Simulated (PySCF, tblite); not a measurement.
# C3H9NSi: a rotation path, then NMR shifts on frames, part 1 of 2

Aim: move C3H9NSi (`N[SiH2]C1CC1`) away from its starting geometry and see how NMR shifts follow the geometry.

Programs: tblite 0.8.0 and PySCF 2.14.0, with density-fitted response routines of our own. Each step states its level of theory. These are calculated values for one molecule in the gas phase, unless marked as measured. Atoms count from 0, in the outputs and in this text.

### 1 The molecule as given

14 atoms, charge 0, multiplicity 1; geometry from: GFN2-xTB.

Bonds of the start (Å): N0–Si1 1.72, Si1–C2 1.88, C2–C3 1.50, C3–C4 1.49, C4–C2 1.50, N0–H5 1.01, N0–H6 1.01, Si1–H7 1.47, Si1–H8 1.46, C2–H9 1.08, C3–H10 1.08, C3–H11 1.08, C4–H12 1.08, C4–H13 1.08.

### 2 A band between two rotamers with GFN2-xTB

Job settings and geometry (Å):

```
{"job": {"kind": "neb", "xc": "GFN2-xTB", "basis": "xTB", "atoms": [0, 1, 2, 3], "turn": 120}, "charge": 0, "multiplicity": 1}
N     -1.705720     0.432723     0.923567
Si    -1.276648    -0.685085    -0.316766
C      0.574020    -0.512496    -0.608134
C      1.501657    -0.182097     0.526189
C      1.270028     0.817995    -0.556581
H     -2.638069     0.392482     1.301134
H     -1.418810     1.394629     0.837110
H     -1.965117    -0.492348    -1.606652
H     -1.602981    -2.000410     0.238190
H      0.976528    -1.203005    -1.340676
H      1.065583     0.009509     1.494704
H      2.460296    -0.678618     0.570904
H      2.067840     1.006969    -1.260928
H      0.690716     1.699280    -0.323789
```

Level: GFN2-xTB climbing-image nudged elastic band, gas phase.

On the command line:

```
> OMP_NUM_THREADS=1 python probes_run.py task.json out
```

One launch serves the whole session: the jobs run in the order shown.

The program printed:

```text
image   E - E0 / eV
  0       0.0000
  1       0.0056
  2       0.0092
  3       0.0090
  4       0.0083
  5       0.0067
  6       0.0022
  7      -0.0036
  8      -0.0117
```

Wall time 1.1 s (1 thread of Intel Xeon 6975P-C, shared host); peak memory 0.18 GiB.

The final band, with the dihedral N0–Si1–C2–C3:

```tsv
image	dihedral (°)	energy (eV)	energy (kcal/mol)
0	34	0.000	0.0
1	49	0.006	0.1
2	63	0.009	0.2
3	78	0.009	0.2
4	93	0.008	0.2
5	108	0.007	0.2
6	123	0.002	0.1
7	139	-0.004	-0.1
8	154	-0.012	-0.3
```

### 3 Nuclear shieldings: image 0, PBE0/pcSseg-1

Job settings and geometry (Å):

```
{"job": {"kind": "nmr", "xc": "PBE0", "basis": "pcSseg-1", "pop": false}, "charge": 0, "multiplicity": 1}
N     -1.705700     0.432700     0.923600
Si    -1.276600    -0.685100    -0.316800
C      0.574000    -0.512500    -0.608100
C      1.501700    -0.182100     0.526200
C      1.270000     0.818000    -0.556600
H     -2.638100     0.392500     1.301100
H     -1.418800     1.394600     0.837100
H     -1.965100    -0.492300    -1.606700
H     -1.603000    -2.000400     0.238200
H      0.976500    -1.203000    -1.340700
H      1.065600     0.009500     1.494700
H      2.460300    -0.678600     0.570900
H      2.067800     1.007000    -1.260900
H      0.690700     1.699300    -0.323800
```

Level: GIAO PBE0/pcSseg-1 NMR shielding, non-relativistic, gas phase.

The program printed:

```text
coarse grid: 11528 points
cycle   1  E = -463.5248114033  dE =  5.014e-01  |g| = 4.919e-01  |ddm| = 3.235e+00
cycle   2  E = -463.4880204367  dE =  3.679e-02  |g| = 6.415e-01  |ddm| = 9.817e-01
cycle   3  E = -463.5817116267  dE = -9.369e-02  |g| = 4.065e-02  |ddm| = 6.161e-01
cycle   4  E = -463.5820290406  dE = -3.174e-04  |g| = 1.837e-02  |ddm| = 5.796e-02
cycle   5  E = -463.5821019750  dE = -7.293e-05  |g| = 6.027e-03  |ddm| = 1.997e-02
cycle   6  E = -463.5821103350  dE = -8.360e-06  |g| = 6.392e-04  |ddm| = 5.685e-03
final grid: 104896 points
cycle   7  E = -463.6082253534  dE = -2.910e-05  |g| = 8.199e-03  |ddm| = 2.525e-02
cycle   8  E = -463.6082144659  dE =  1.089e-05  |g| = 1.075e-02  |ddm| = 1.566e-02
cycle   9  E = -463.6082415273  dE = -2.706e-05  |g| = 4.371e-04  |ddm| = 8.916e-03
cycle  10  E = -463.6082415591  dE = -3.185e-08  |g| = 2.326e-04  |ddm| = 6.172e-04
cycle  11  E = -463.6082415708  dE = -1.162e-08  |g| = 4.306e-05  |ddm| = 2.128e-04
cycle  12  E = -463.6082415712  dE = -3.987e-10  |g| = 9.234e-06  |ddm| = 4.980e-05
converged SCF energy = -463.6082415712

GIAO shielding tensors (ppm)
atom      isotropic    diamagn.    paramagn.     s11        s22        s33       span
  0 N      270.124     317.259     -47.135    240.521    264.087    305.765     65.244
  1 Si     384.859     879.626    -494.767    358.338    371.037    425.201     66.863
  2 C      191.823     255.180     -63.357    161.694    183.086    230.688     68.994
  3 C      184.632     251.602     -66.969    159.127    177.772    216.999     57.872
  4 C      184.808     251.727     -66.919    160.302    177.736    216.387     56.085
  5 H       31.885      29.508       2.377     23.898     26.857     44.899     21.001
  6 H       32.318      32.539      -0.220     23.319     31.355     42.281     18.961
  7 H       26.559      28.989      -2.430     22.909     24.444     32.323      9.414
  8 H       26.914      29.170      -2.256     23.861     24.597     32.283      8.422
  9 H       32.086      31.688       0.397     25.056     27.731     43.469     18.413
 10 H       31.012      31.735      -0.722     24.144     29.283     39.611     15.466
 11 H       31.137      30.541       0.597     25.053     26.530     41.829     16.776
 12 H       31.067      30.579       0.487     24.914     26.551     41.735     16.821
 13 H       31.673      32.667      -0.994     24.894     29.924     40.201     15.307
```

Run time: 11 s. Hardware: 1 thread of Intel Xeon 6975P-C, shared host; peak memory 0.67 GiB.

Shifts follow as δ = σ(reference) − σ, with reference shieldings (ppm) from runs at the same level and on the same kind of geometry: 1H TMS 31.72, 13C TMS 186.9, 29Si TMS 349.2, 15N NH3 267.7. The references are single molecules in the gas phase, so shifts against H2O, NH3, PH3, H3PO4 or CFCl3 are not on the usual liquid scales and can be off by tens of ppm. Each atom is listed at this fixed geometry, with no averaging over motion; a spectrum would average atoms that exchange fast.

```tsv
atoms	environment	σ (ppm)	δ (ppm)
C3	three-membered-ring carbon	184.6	2.3
C4	three-membered-ring carbon	184.8	2.1
C2	three-membered-ring carbon	191.8	-4.9
H7	hydrogen on a silicon bonded to C, N	26.56	5.16
H8	hydrogen on a silicon bonded to C, N	26.91	4.80
H10	hydrogen on a three-membered-ring carbon	31.01	0.70
H12	hydrogen on a three-membered-ring carbon	31.07	0.65
H11	hydrogen on a three-membered-ring carbon	31.14	0.58
H13	hydrogen on a three-membered-ring carbon	31.67	0.04
H5	hydrogen on a nitrogen bonded to Si	31.88	-0.17
H9	hydrogen on a three-membered-ring carbon	32.09	-0.37
H6	hydrogen on a nitrogen bonded to Si	32.32	-0.60
N0	nitrogen bonded to Si, 2 H	270.1	-2.4
Si1	silicon bonded to C, N, 2 H	384.9	-35.7
```

Ring of atoms C2, C3, C4: NICS(0) -45.7, NICS(1) -8.8, NICS(1)zz -25.5 ppm (means of both faces).

In rings of three or four atoms NICS is ruled by the nearby σ bonds, so it says little on aromaticity.

Orbitals, density, ELF and potential are computed afterwards from the orbital file.

Frontier orbitals at PBE0/pcSseg-1, with the share of their density that lies nearest to each atom:

```tsv
orbital	energy (eV)	lies on
HOMO	-7.26	N0 57 %; H7 16 %; H5, H6 about 7 % each
LUMO	0.84	H5, H6 about 18 % each; Si1 10 %; H7, H8, H13 about 9 % each
```

ELF in a plane through or near 4 of the atoms.

Values, 10 rows by 14 columns:
```
0.00 0.00 0.00 0.00 0.00 0.00 0.00 0.00 0.00 0.00 0.00 0.00 0.00 0.00
0.00 0.00 0.00 0.00 0.00 0.00 0.00 0.00 0.00 0.00 0.00 0.00 0.00 0.00
0.00 0.00 0.00 0.00 0.00 0.01 0.00 0.00 0.17 0.17 0.01 0.00 0.00 0.00
0.00 0.00 0.00 0.02 0.26 0.23 0.03 0.01 0.76 0.78 0.80 0.92 0.01 0.00
0.00 0.00 0.00 0.04 0.61 0.89 0.16 0.02 0.66 0.43 0.93 0.93 0.02 0.00
0.00 0.00 0.00 0.02 0.20 0.55 0.52 0.78 0.09 0.39 0.19 0.03 0.00 0.00
0.00 0.00 0.00 0.00 0.03 0.61 0.35 0.90 0.43 0.16 0.32 0.03 0.00 0.00
0.00 0.00 0.00 0.00 0.34 0.99 0.88 0.15 0.33 0.69 0.30 0.03 0.00 0.00
0.00 0.00 0.00 0.00 0.01 0.25 0.12 0.00 0.02 0.05 0.01 0.00 0.00 0.00
0.00 0.00 0.00 0.00 0.00 0.00 0.00 0.00 0.00 0.00 0.00 0.00 0.00 0.00
```
The map spans 10.8 Å across and 8.6 Å up, centred on the molecule. Atoms in the plane (x, y in Å): N0 (1.8, 0.8), Si1 (1.3, -0.8), C2 (-0.6, -0.7), H5 (2.8, 1.0).

log10 of the density (e/Å³) in the same plane.

Values, 10 rows by 14 columns:
```
-4.0 -4.0 -4.0 -4.0 -4.0 -4.0 -4.0 -4.0 -4.0 -4.0 -4.0 -4.0 -4.0 -4.0
-4.0 -4.0 -4.0 -4.0 -4.0 -4.0 -4.0 -4.0 -3.7 -3.5 -3.9 -4.0 -4.0 -4.0
-4.0 -4.0 -4.0 -3.6 -2.8 -2.5 -2.7 -2.8 -1.8 -1.7 -2.2 -2.9 -4.0 -4.0
-4.0 -4.0 -3.3 -2.3 -1.4 -1.1 -1.4 -1.7 -0.4  0.1 -0.4 -1.1 -2.9 -4.0
-4.0 -4.0 -2.8 -1.7 -0.5  0.1 -0.6 -1.3 -0.1  1.3  0.1 -0.9 -2.7 -4.0
-4.0 -4.0 -2.8 -1.7 -0.7  0.0  0.1 -0.3 -0.2 -0.2 -0.9 -1.8 -3.3 -4.0
-4.0 -4.0 -3.4 -2.5 -1.4 -0.3  0.3 -0.1  0.6  0.0 -1.1 -2.2 -3.4 -4.0
-4.0 -4.0 -4.0 -3.3 -1.7 -0.6 -0.6 -1.1 -0.9 -0.7 -1.4 -2.4 -3.6 -4.0
-4.0 -4.0 -4.0 -4.0 -2.9 -2.2 -2.2 -2.5 -2.3 -2.2 -2.6 -3.2 -4.0 -4.0
-4.0 -4.0 -4.0 -4.0 -4.0 -3.9 -3.8 -3.8 -3.5 -3.4 -3.7 -4.0 -4.0 -4.0
```
The map spans 10.8 Å across and 8.6 Å up, centred on the molecule. Atoms in the plane (x, y in Å): N0 (1.8, 0.8), Si1 (1.3, -0.8), C2 (-0.6, -0.7), H5 (2.8, 1.0).

On the surface of density 0.002 e/bohr³ the electrostatic potential runs, from the 1st to the 99th percentile, from -1.22 V near N0 to 1.51 V near H6.

### 4 Nuclear shieldings: image 1, PBE0/pcSseg-1

Job settings and geometry (Å):

```
{"job": {"kind": "nmr", "xc": "PBE0", "basis": "pcSseg-1", "pop": false}, "charge": 0, "multiplicity": 1}
N     -1.741700     0.533300     0.826300
Si    -1.265600    -0.705700    -0.273000
C      0.563900    -0.472500    -0.637800
C      1.536500    -0.274800     0.489700
C      1.263000     0.843700    -0.458000
H     -2.668900     0.497500     1.216100
H     -1.502000     1.488300     0.612600
H     -1.989400    -0.720800    -1.556700
H     -1.494500    -1.956100     0.454100
H      0.937000    -1.071100    -1.460800
H      1.136400    -0.193000     1.488400
H      2.495100    -0.771000     0.440400
H      2.032200     1.113000    -1.167000
H      0.697300     1.688800    -0.096000
```

Level: GIAO PBE0/pcSseg-1 NMR shielding, non-relativistic, gas phase.

The program printed:

```text
coarse grid: 11528 points
cycle   1  E = -463.5246042315  dE =  5.068e-01  |g| = 4.925e-01  |ddm| = 3.238e+00
cycle   2  E = -463.4877398771  dE =  3.686e-02  |g| = 6.423e-01  |ddm| = 9.856e-01
cycle   3  E = -463.5816214922  dE = -9.388e-02  |g| = 4.014e-02  |ddm| = 6.173e-01
cycle   4  E = -463.5819294745  dE = -3.080e-04  |g| = 1.851e-02  |ddm| = 5.796e-02
cycle   5  E = -463.5820039584  dE = -7.448e-05  |g| = 5.919e-03  |ddm| = 1.995e-02
cycle   6  E = -463.5820120068  dE = -8.048e-06  |g| = 6.241e-04  |ddm| = 5.533e-03
final grid: 104896 points
cycle   7  E = -463.6082071692  dE = -3.093e-05  |g| = 8.372e-03  |ddm| = 2.586e-02
cycle   8  E = -463.6081958733  dE =  1.130e-05  |g| = 1.097e-02  |ddm| = 1.605e-02
cycle   9  E = -463.6082240415  dE = -2.817e-05  |g| = 4.411e-04  |ddm| = 9.094e-03
cycle  10  E = -463.6082240746  dE = -3.303e-08  |g| = 2.355e-04  |ddm| = 6.427e-04
cycle  11  E = -463.6082240865  dE = -1.189e-08  |g| = 4.453e-05  |ddm| = 2.141e-04
cycle  12  E = -463.6082240869  dE = -4.316e-10  |g| = 9.495e-06  |ddm| = 5.241e-05
converged SCF energy = -463.6082240869

GIAO shielding tensors (ppm)
atom      isotropic    diamagn.    paramagn.     s11        s22        s33       span
  0 N      270.066     317.147     -47.081    238.351    262.908    308.938     70.587
  1 Si     384.280     879.641    -495.361    356.459    370.567    425.815     69.355
  2 C      192.517     255.118     -62.600    163.630    181.898    232.024     68.394
  3 C      184.390     251.867     -67.477    160.002    176.204    216.964     56.962
  4 C      184.865     251.403     -66.539    159.754    178.820    216.020     56.265
  5 H       31.938      29.549       2.389     23.958     26.886     44.969     21.012
  6 H       32.242      32.410      -0.167     23.207     31.175     42.345     19.138
  7 H       26.525      28.984      -2.459     22.780     24.456     32.338      9.558
  8 H       26.951      29.260      -2.309     23.919     24.670     32.263      8.344
  9 H       32.125      31.774       0.351     25.061     27.742     43.573     18.513
 10 H       31.176      31.688      -0.512     24.516     29.164     39.848     15.332
 11 H       31.103      30.568       0.535     25.031     26.516     41.761     16.730
 12 H       31.093      30.559       0.534     24.932     26.554     41.794     16.862
 13 H       31.602      32.711      -1.109     24.758     29.922     40.125     15.367
```

Wall time 7.3 s (1 thread of Intel Xeon 6975P-C, shared host); peak memory 0.69 GiB.

This run: δ C3 2.5, C4 2.1, C2 -5.6, N0 -2.3, H7 5.19, H8 4.77 ppm.

(Continued in part 2 of 2.)
